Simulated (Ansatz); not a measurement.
The same calculation of SnClF, space group P4/nmm as a Python script and as an input file (the Python package of Ansatz (0.2.0)).

Script `bands_snclf.py`:
```python
'''Bands of SnClF along a path through the zone.'''

from dataclasses import dataclass
from pathlib import Path
import logging
import sys

import ansatz as az
from ase import Atoms
import numpy as np
import pandas as pd

logging.basicConfig(stream=sys.stdout, format='[%(levelname)s] %(message)s')
log = logging.getLogger('ansatz_job')
log.setLevel(logging.INFO)


@dataclass(frozen=True)
class Settings:
    functional: str = 'PBEsol'
    dispersion: str = 'd3bjatm'
    kgrid: tuple[int, ...] = (3, 3, 2)
    n_empty: int = 6


opts = Settings()

atoms = Atoms(
    ['Sn', 'Sn', 'Cl', 'Cl', 'F', 'F'],
    scaled_positions=[
        (0.0, 0.5, 0.79639),
        (0.5, 0.0, 0.20361),
        (0.5, 0.0, 0.650633),
        (0.0, 0.5, 0.349367),
        (0.5, 0.5, 0.0),
        (0.0, 0.0, 0.0),
    ],
    cell=[
        (4.054978, 0.0, 0.0),
        (0.0, 4.054978, 0.0),
        (0.0, 0.0, 7.36387),
    ],
    pbc=True,
)
system = az.Crystal.from_ase(atoms)

# high-symmetry points in fractions of the reciprocal vectors
path = [
    ('G', (0.0, 0.0, 0.0)),
    ('X', (0.0, 0.5, 0.0)),
    ('M', (0.5, 0.5, 0.0)),
    ('G', (0.0, 0.0, 0.0)),
    ('Z', (0.0, 0.0, 0.5)),
    ('R', (0.0, 0.5, 0.5)),
]
calc = system.calculation()
calc = calc.functional(opts.functional, dispersion=opts.dispersion)
calc = calc.basis(12 * az.Ha, xc_grid=2)
calc = calc.kpoints(*opts.kgrid, center='monkhorst-pack')
calc = calc.occupations(az.OccupationsMethod.FIXED)
calc = calc.scf(self_checks='low')
calc = calc.band_structure([point for _, point in path], intervals=10)
calc = calc.scf(extra_bands=opts.n_empty).bader_charges()
outcome = calc.run(threads=1, pin='off')
data = outcome.report

n_atoms = len(data['lattice']['sites'])
print('F =', round(data['free_energy_ev'], 4), 'eV for', n_atoms, 'atoms')
print('E(sigma -> 0) =', round(data['energy_sigma0_ev'], 4), 'eV, TS =', round(data['entropy_ts_ev'], 5), 'eV')
print('closed by', data['closed_by'], 'after', data['n_iterations'], 'iterations')

lines = ['| quantity | value |', '|---|---|']
lines.append(f'| free energy per atom | {data["free_energy_ev"] / len(outcome.lattice.sites):.4f} eV |')
lines.append(f'| Fermi level | {data["fermi_energy_ev"]:.3f} eV |')
lines.append(f'| volume per atom | {data["setup"]["cell_volume_ang3"] / len(outcome.lattice.sites):.3f} A^3 |')
lines.append(f'| valence electrons | {data["n_electrons"]:g} |')
Path('summary.md').write_text('\n'.join(lines) + '\n')

basins = outcome.bader_charges()
frame = pd.DataFrame([(a.symbol, a.partial_charge_e, a.basin.volume_ang3) for a in basins.atoms], columns=['atom', 'charge (e)', 'volume (A^3)'])
print(frame.round(3).to_string())
print('sum of charges', round(frame['charge (e)'].sum(), 4), ' sum of volumes', round(frame['volume (A^3)'].sum(), 3))

bands = outcome.band_structure()
fermi = bands.fermi_energy_ev
log.info(f'zero of the bands: {fermi:.3f} eV, the Fermi level found on the SCF mesh')
for spin, channel in enumerate(bands.channels):
    print('channel', spin, '- computed levels within 8 eV of the Fermi level')
    for i, (label, _) in enumerate(path):
        levels = channel.eigenvalues_ev[i * 10] - fermi
        print(f'  {label:3s}', ' '.join(f'{e:7.3f}' for e in levels if abs(e) < 8))
```

`python bands_snclf.py` gives:
```text
DeckWarning: basis.ecutwfc = 326.536634951856 eV is below the records' recommended 420 eV, and the density's cutoff is lower with it unless basis.ecutrho_ratio is high enough to keep the records' density cutoff: compare with a run at a higher cutoff
F = -15626.5306 eV for 6 atoms
E(sigma -> 0) = -15626.5306 eV, TS = 0.0 eV
closed by deck_thresholds after 7 iterations
  atom  charge (e)  volume (A^3)
0   Sn       1.472        19.900
1   Sn       1.472        19.900
2   Cl      -0.670        27.420
3   Cl      -0.670        27.420
4    F      -0.801        13.221
5    F      -0.801        13.221
sum of charges 0.0  sum of volumes 121.083
[INFO] zero of the bands: 5.326 eV, the Fermi level found on the SCF mesh
channel 0 - computed levels within 8 eV of the Fermi level
  G    -6.344  -4.527  -4.527  -4.288  -3.393  -2.922  -2.922  -2.170  -2.028  -1.888  -1.888  -1.427  -1.427  -0.317   3.482   4.526   5.656   5.656   6.501   6.501
  X    -6.263  -6.263  -4.213  -4.213  -3.724  -3.724  -3.202  -3.202  -1.386  -1.386  -1.351  -1.351   0.101   0.101   3.671   3.671   4.812   4.812   5.350   5.350
  M    -6.307  -6.307  -4.449  -4.449  -3.310  -3.310  -2.909  -2.909  -2.680  -2.680  -1.684  -1.684  -0.742  -0.742   4.255   4.255   5.277   5.277   5.770   5.770
  G    -6.344  -4.527  -4.527  -4.288  -3.393  -2.922  -2.922  -2.170  -2.028  -1.888  -1.888  -1.427  -1.427  -0.317   3.482   4.526   5.656   5.656   6.501   6.501
  Z    -6.100  -4.881  -4.518  -4.518  -3.407  -2.914  -2.914  -2.302  -2.074  -2.074  -1.249  -1.249  -1.223  -0.140   2.612   4.229   5.918   5.918   6.196   6.196
  R    -6.280  -6.280  -4.106  -4.106  -3.724  -3.724  -3.351  -3.351  -1.365  -1.365  -1.215  -1.215   0.061   0.061   3.466   3.466   4.850   4.850   5.055   5.055
```
(Warnings from the package without file and line.)

`input.yaml`:
```yaml
crystal:
  lattice:
    - [4.054978, 0.0, 0.0]
    - [0.0, 4.054978, 0.0]
    - [0.0, 0.0, 7.36387]
  atoms:
    - { symbol: Sn, position: [0.0, 0.5, 0.79639] }
    - { symbol: Sn, position: [0.5, 0.0, 0.20361] }
    - { symbol: Cl, position: [0.5, 0.0, 0.650633] }
    - { symbol: Cl, position: [0.0, 0.5, 0.349367] }
    - { symbol: F, position: [0.5, 0.5, 0.0] }
    - { symbol: F, position: [0.0, 0.0, 0.0] }
basis:
  ecutwfc: 326.5366349519
  xc_grid: 2
kpoints:
  mp_grid: { grid: [3, 3, 2], shift: [0.0, 0.0, 0.5] }
  band_path:
    path:
      - [0.0, 0.0, 0.0]
      - [0.0, 0.5, 0.0]
      - [0.5, 0.5, 0.0]
      - [0.0, 0.0, 0.0]
      - [0.0, 0.0, 0.5]
      - [0.0, 0.5, 0.5]
    npoints: 10
hamiltonian:
  xc: pbesol
  dispersion: d3bjatm
scf:
  n_extra_bands: 6
  self_checks: low
  occupations: { method: fixed }
output:
  bader: true
```

The program run on that file:
```console
$ ansatz run input.yaml --threads 1 --pin off --max-ram 3072MiB --backend cpu --events-out ev --progress --plain --runs-dir out
Warning: basis.ecutwfc = 326.5366349519 eV is below the records' recommended 420 eV, and the density's cutoff is lower with it unless basis.ecutrho_ratio is high enough to keep the records' density cutoff: compare with a run at a higher cutoff
scf.n_extra_bands = 6 over 28 filled bands (N_el = 56.0): the run solves 34 bands
Engine: ansatz 0.2.0, aarch64-unknown-linux-gnu
Pseudopotentials: kind: paw
Pseudopotential: Sn, paw, valence charge 14, recommended cutoff 420 eV (normal), Sn.paw.azcp
Pseudopotential: Cl, paw, valence charge 7, recommended cutoff 420 eV (normal), Cl.paw.azcp
Pseudopotential: F, paw, valence charge 7, recommended cutoff 420 eV (normal), F.paw.azcp
Functional definition: PBEsol
  exchange = pbesol_x
  correlation = pbesol_c
Crystal: 6 atoms, lattice volume = 121.083 Å³
Basis set: ecut = 326.5366349519 eV, 1609 PW (Γ), exchange–correlation on 48×48×90 points (8 copies of the dense FFT grid, shifted against one another)
Bands: 34, of which v1, the nominal top of the filled ones, is band 28 counted from 1 (27 counted from 0)
Symmetry: 16 space group operations
Space group: P4/nmm (ITA 129), of the structure as read, at distance tolerance 4.9e-5 Å
k-points: 3 of 18
Non-local potential: Sn, projectors of the file, l = 0: 2, l = 1: 2, l = 2: 2, l = 3: 2
Non-local potential: Cl, projectors of the file, l = 0: 2, l = 1: 2, l = 2: 2
Non-local potential: F, projectors of the file, l = 0: 2, l = 1: 2, l = 2: 1
PAW form: soft (Blöchl's): semilocal exchange-correlation on the pseudo side does not see the compensation charge
PAW frozen core: Sn, regenerated for the run's functional, and the local potential with it (the file was generated under x = pbe(κ = 0.804, μ = 0.2195149727645171), c = pbe(β = 0.06672455060314922))
PAW frozen core: Cl, regenerated for the run's functional, and the local potential with it (the file was generated under x = pbe(κ = 0.804, μ = 0.2195149727645171), c = pbe(β = 0.06672455060314922))
PAW frozen core: F, regenerated for the run's functional, and the local potential with it (the file was generated under x = pbe(κ = 0.804, μ = 0.2195149727645171), c = pbe(β = 0.06672455060314922))
PAW one-centre angular grid: Sn, 590 points (default); XC on 64 Gauss nodes
PAW one-centre angular grid: Cl, 110 points (default); XC on 64 Gauss nodes
PAW one-centre angular grid: F, 110 points (default); XC on 64 Gauss nodes
Initial density: superposition of atomic densities (neutral atoms: chi_scale 0, normalization atom), corrected by the library's trained network
Initial wavefunctions: pseudopotential atomic-orbital guess
Functional: x = pbesol(κ = 0.804, μ = 0.12345679012345678), c = pbesol(β = 0.046)
SCF iter   1: F=—  HF=-15626.579800 eV  |F-HF|=—  |Δ(HF+E_count)|=         —  Δρ=1.79e-2  dr2=1.99e-1  ethr=1.77e-3  ⟨swp⟩=4.7  Hψ=345  notcnv=0  defer=11
preconditioner: auto → Resta (q_TF=auto, 2.399 Å⁻¹)  ε∞=3.5  [insulator: Δε(μ)=2.925 eV  Ē_g=15.984 eV  n_scr=36 (ndim 8)  ℏωp=25.3 eV  f_vac=0.014  ε∞_Penn≈3.5]
SCF iter   2: F=—  HF=-15626.534144 eV  |F-HF|=—  |Δ(HF+E_count)|=   4.57e-2  Δρ=5.52e-3  dr2=3.34e-2  ethr=3.55e-4  ⟨swp⟩=2.0  Hψ=217  notcnv=0  defer=11
SCF iter   3: F=—  HF=-15626.529239 eV  |F-HF|=—  |Δ(HF+E_count)|=   4.90e-3  Δρ=2.13e-3  dr2=1.57e-3  ethr=5.96e-5  ⟨swp⟩=2.0  Hψ=139  notcnv=0  defer=12
SCF iter   4: F=—  HF=-15626.530099 eV  |F-HF|=—  |Δ(HF+E_count)|=   8.59e-4  Δρ=5.92e-4  dr2=1.36e-4  ethr=2.81e-6  ⟨swp⟩=2.0  Hψ=173  notcnv=0  defer=12
SCF iter   5: F=—  HF=-15626.530256 eV  |F-HF|=—  |Δ(HF+E_count)|=   1.58e-4  Δρ=7.90e-5  dr2=8.56e-6  ethr=2.43e-7  ⟨swp⟩=2.0  Hψ=132  notcnv=0  defer=5
SCF iter   6: F=—  HF=-15626.530638 eV  |F-HF|=—  |Δ(HF+E_count)|=   3.82e-4  Δρ=2.70e-5  dr2=9.63e-7  ethr=1.53e-8  ⟨swp⟩=3.0  Hψ=199  notcnv=0  defer=5
SCF iter   7: F=-15626.530639 eV  HF=-15626.530639 eV  |F-HF|=4.17e-8  |Δ(HF+E_count)|=   9.54e-7  Δρ=5.03e-6  dr2=3.16e-8  ethr=1.79e-10  ⟨swp⟩=6.3  Hψ=411  notcnv=0
SCF 1 converged in 7 iterations: F = -15626.530639 eV  dr2 = 3.16e-8
  greatest PAW one-centre occupation: 0.993 electrons in one spin orbital (limit 2), on the Sn atom at site 1 (counted from 0), in its partial waves of l = 2
NSCF: frozen V_eff on 51 k-points
SCF converged after 7 iterations
Free energy (F): -15626.530639 eV
Harris-Foulkes:  -15626.530639 eV  (|F-HF|=4.17e-8)
Internal energy: -15626.530639 eV  (E = F + TS)
E sigma→0 (E₀):  -15626.530639 eV
Fermi energy:    5.325889 eV
--- Per-component energies (eV) ---
  E_band       = -328.611213
  E_kinetic    = 1104.184364
  E_local      = -3940.466735  (includes V_loc(G=0)·N_el)
  E_nonlocal   = 136.408580
  E_hartree    = 1912.613136
  E_xc         = -1129.961242
  E_vxc        = -640.943197  (∫ρ·V_xc dr)
  E_paw        = -9786.429322  (= ΣΔE_a)
  E_vpaw       = -813.038886  (= ΣTr[D̂ρ^β])
  E_aug_tail   = 0.015370  (compensation charges beyond the density's cutoff)
  E_ewald      = -3922.719225
  E_disp       = -0.986995  (pairwise vdW)
  E_core_change = 0.811429  (= ΣΔE_core)
  E_smearing   = -0.000000  (= −TS)
  E_closure    = -0.000000  (closes the sum)
  Σ components = -15626.530639   (vs F -15626.530639, Δ=0.00e0)
--- Band table (eV) ---
  k-point 0: bands = ["-16.8616", "-16.4749", "-14.8608", "-14.8592", "-14.8533", "-14.8522", "-14.8522", "-14.8368", "-14.8368", "-14.8324", "-14.8283", "-14.7045", "-8.4696", "-7.9985", "-0.9064", "0.7376", "0.8021", "0.8021", "1.9295", "2.4101", "2.4101", "3.0753", "3.3324", "3.3324", "3.7175", "4.0004", "4.0004", "5.1143", "8.3399", "9.7392", "11.0797", "11.0797", "11.7084", "11.7084"]
  k-point 1: bands = ["-16.7709", "-16.5798", "-14.8590", "-14.8569", "-14.8493", "-14.8439", "-14.8434", "-14.8393", "-14.8335", "-14.8332", "-14.7862", "-14.7087", "-8.2369", "-7.9880", "-1.0864", "-0.4280", "0.9440", "1.1999", "1.4881", "2.0047", "2.1430", "2.2144", "3.6841", "3.7009", "4.0749", "4.1605", "5.0820", "5.3259", "8.9810", "9.6682", "9.6857", "10.2499", "10.6526", "10.8324"]
  k-point 2: bands = ["-16.7288", "-16.6345", "-14.8521", "-14.8492", "-14.8435", "-14.8416", "-14.8412", "-14.8401", "-14.8388", "-14.8339", "-14.7447", "-14.7002", "-8.0703", "-7.9407", "-1.0785", "-0.7120", "0.6517", "1.0430", "1.7134", "1.9449", "2.5191", "2.5939", "2.7162", "3.5521", "3.7275", "4.0645", "4.4536", "4.8443", "8.8360", "9.9979", "10.3042", "10.5846", "10.8135", "11.0656"]
--- Bader charges: 6 sites ---
  site symbol  charge [e]  shift [e]
     0     Sn      1.4718     0.0002
     1     Sn      1.4718     0.0002
     2     Cl     -0.6704     0.0000
     3     Cl     -0.6704     0.0000
     4      F     -0.8014     0.0002
     5      F     -0.8014     0.0002
  estimated error of the sums over rays = 2.5e-4 e
```

Caveats:
- These settings explore the input space; cutoff and mesh may be short of convergence.
- The cutoff lies under the one recommended for these potentials.
- The computed bands are complete only to about 5.5 eV above the Fermi level.
- With fixed filling the reported Fermi level is the top filled level among the k-points of the SCF.
- The k-point mesh is coarse, and energy and stress weren't tested for convergence.
- Bader volumes count only the part of each basin above a small density, so their sum can fall short of the cell.
- This cell is a computed structure, which may not be the phase found in nature.
- Levels are Kohn-Sham eigenvalues on this mesh, without spin-orbit coupling.
- Run time: 24 s on 1 thread of Arm Neoverse V2, on a shared host, peak memory 0.43 GiB.

(Lines on the test bed's own set-up are left out of the output.)
